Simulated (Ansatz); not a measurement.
Geometry optimisation, DFT LDA, scalar-relativistic, plane waves, PAW (Ansatz).

input.yaml

```yaml
crystal:
  lattice:
    - [5.69296, 0.0, 0.0]
    - [-2.84648, 4.930248, 0.0]
    - [0.0, 0.0, 15.19313]
  atoms:
    - { symbol: W, position: [0.0, 0.0, 0.0658192] }
    - { symbol: C, position: [0.3333333, 0.1666667, 0.1578154] }
    - { symbol: W, position: [0.0, 0.0, 0.2498116] }
    - { symbol: C, position: [0.3333333, 0.1666667, 0.3418078] }
    - { symbol: W, position: [0.0, 0.5, 0.0658192] }
    - { symbol: C, position: [0.3333333, 0.6666667, 0.1578154] }
    - { symbol: W, position: [0.0, 0.5, 0.2498116] }
    - { symbol: C, position: [0.3333333, 0.6666667, 0.3418078] }
    - { symbol: W, position: [0.5, 0.0, 0.0658192] }
    - { symbol: C, position: [0.8333333, 0.1666667, 0.1578154] }
    - { symbol: W, position: [0.5, 0.0, 0.2498116] }
    - { symbol: C, position: [0.8333333, 0.1666667, 0.3418078] }
    - { symbol: W, position: [0.5, 0.5, 0.0658192] }
    - { symbol: C, position: [0.8333333, 0.6666667, 0.1578154] }
    - { symbol: W, position: [0.5, 0.5, 0.2498116] }
    - { symbol: C, position: [0.8333333, 0.6666667, 0.3418078] }
    - { symbol: F, position: [0.6593885, 0.8414279, 0.4537005] }
    - { symbol: F, position: [0.5774577, 1.0395886, 0.4569914] }
basis:
  ecutwfc: 420.0
kpoints:
  mp_grid: { grid: [3, 3, 1] }
hamiltonian:
  xc: lda
  pseudopotentials: { kind: paw, azcp: { folder: soft_1 } }
scf:
  occupations: { method: gaussian, width: 0.1 }
  lower_state_search: "off"
relax:
  f_tol: 0.03
  max_steps: 60
  adjacent_minimum: "off"
  constraints: [{ sites: [0, 4, 8, 12] }]
```

Run as:

```bash
$ ansatz run input.yaml --threads 2 --pin off --max-ram 5120MiB --backend cpu --events-out ev --progress --plain --runs-dir out
```

Problem. Where does it end, and by what steps?

Solution. The run converged. The force dipped under the threshold on the way, but the program's further checks kept it going. Limits of this set-up: coarse k mesh, thin slab, slab without dipole correction, no dispersion correction for a molecule that may bind weakly, PAW files made for another functional. After 18 steps the energy has fallen by 10.928 eV; F17 moved furthest, 1.75 Å. Joined: C12–F18 (2.16 → 1.31 Å), C16–F17 (2.42 → 1.31 Å).

```json
{"step": "0", "energy less start (eV)": "0.0000", "largest force component (eV/Å)": "5.925", "accepted": "yes"}
{"step": "1", "energy less start (eV)": "-3.4474", "largest force component (eV/Å)": "1.061", "accepted": "yes"}
{"step": "2", "energy less start (eV)": "-3.7682", "largest force component (eV/Å)": "0.278", "accepted": "yes"}
{"step": "3", "energy less start (eV)": "-3.8195", "largest force component (eV/Å)": "0.133", "accepted": "yes"}
{"step": "4", "energy less start (eV)": "-3.8624", "largest force component (eV/Å)": "0.168", "accepted": "yes"}
{"step": "5", "energy less start (eV)": "-3.9256", "largest force component (eV/Å)": "0.325", "accepted": "yes"}
{"step": "6", "energy less start (eV)": "-4.0207", "largest force component (eV/Å)": "0.599", "accepted": "yes"}
{"step": "7", "energy less start (eV)": "-4.1716", "largest force component (eV/Å)": "1.070", "accepted": "yes"}
{"step": "8", "energy less start (eV)": "-4.4458", "largest force component (eV/Å)": "1.815", "accepted": "yes"}
{"step": "9", "energy less start (eV)": "-5.0324", "largest force component (eV/Å)": "3.019", "accepted": "yes"}
{"step": "10", "energy less start (eV)": "-6.5053", "largest force component (eV/Å)": "4.055", "accepted": "yes"}
{"step": "11", "energy less start (eV)": "-7.5378", "largest force component (eV/Å)": "4.785", "accepted": "yes"}
{"step": "12", "energy less start (eV)": "-8.6504", "largest force component (eV/Å)": "3.972", "accepted": "yes"}
{"step": "13", "energy less start (eV)": "-9.8476", "largest force component (eV/Å)": "4.439", "accepted": "yes"}
{"step": "14", "energy less start (eV)": "-10.6475", "largest force component (eV/Å)": "1.246", "accepted": "yes"}
{"step": "15", "energy less start (eV)": "-10.9167", "largest force component (eV/Å)": "0.231", "accepted": "yes"}
{"step": "16", "energy less start (eV)": "-10.9246", "largest force component (eV/Å)": "0.127", "accepted": "yes"}
{"step": "17", "energy less start (eV)": "-10.9283", "largest force component (eV/Å)": "0.015", "accepted": "yes"}
{"step": "18", "energy less start (eV)": "-10.9283", "largest force component (eV/Å)": "0.014", "accepted": "yes"}
```

```xyz
18
Lattice="5.6930 0.0000 0.0000 -2.8465 4.9302 0.0000 0.0000 0.0000 15.1931" Properties=species:S:1:pos:R:3
W 0.000 0.000 1.000
C 1.423 0.822 2.306
W -0.008 -0.004 3.811
C 1.364 0.788 4.958
W -1.423 2.465 1.000
C 0.000 3.287 2.306
W -1.431 2.461 3.811
C -0.059 3.253 4.958
W 2.846 0.000 1.000
C 4.262 0.817 2.327
W 2.832 -0.008 3.840
C 4.292 0.835 5.099
W 1.423 2.465 1.000
C 2.839 3.282 2.327
W 1.409 2.457 3.840
C 2.869 3.300 5.099
F 2.786 3.252 6.406
F 1.363 5.718 6.406
```

The run took 6 min on 2 threads of Arm Neoverse N1, with other jobs on the host, peak memory 0.76 GiB.
